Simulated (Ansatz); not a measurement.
Predict the output of the script below (Ansatz 0.2.0, Python API).

`run_soc.py`:
```python
"""What spin-orbit coupling does to the bands of Y."""

import ansatz as az

system = (
    az.Lattice.from_parameters(3.650773, 3.650773, 26.174853, alpha=90, beta=90, gamma=120)
    .space_group(166)
    .atom("Y", (0.0, 0.0, 0.0))
    .atom("Y", (1 / 3, 2 / 3, 0.887791))
    .primitive()
)

calc = (
    system.calculation()
    .functional("pbesol")
    .basis(17 * az.Ha)
    .occupations("fermi_dirac", width=0.1)
    .kpoints(density=5.1)
    .band_table()
)
for label, variant in (("scalar-relativistic", calc), ("spin-orbit", calc.spin(soc=True))):
    report = variant.run(threads=1, pin="off").report
    zero = report["band_edges_ev"][0] if report.get("band_edges_ev") else report["fermi_energy_ev"]
    near = [round(e - zero, 3) for e in report["eigenvalues_ev"][0] if abs(e - zero) < 4]
    print(label)
    print("  band edges (eV):", [round(e, 3) for e in report.get("band_edges_ev") or []] or "none reported")
    print("  levels at k =", report["kpoints_frac"][0], "within 4 eV of the zero:", near)
```

```console
$ python run_soc.py
scalar-relativistic
  band edges (eV): none reported
  levels at k = [0.0, 0.0, 0.0] within 4 eV of the zero: [-2.55, -2.516, 0.486, 0.654, 1.581, 1.581, 1.779, 1.779]
spin-orbit
  band edges (eV): none reported
  levels at k = [0.0, 0.0, 0.0] within 4 eV of the zero: [-2.549, -2.549, -2.515, -2.515, 0.485, 0.485, 0.653, 0.653, 1.556, 1.556, 1.607, 1.607, 1.749, 1.749, 1.813, 1.813]
```

The computed bands are complete only to about 0.9 eV above the Fermi level. This isn't the structure that Y takes at ambient conditions. Gaps and levels are Kohn-Sham values on a finite set of k-points. With spin-orbit coupling each level holds one electron and, with inversion or at time-reversal points, comes in pairs; a window in energy can cut a split set. It ran for 82 s on 1 thread of Arm Neoverse V1, on a shared host, peak memory 1.2 GiB.
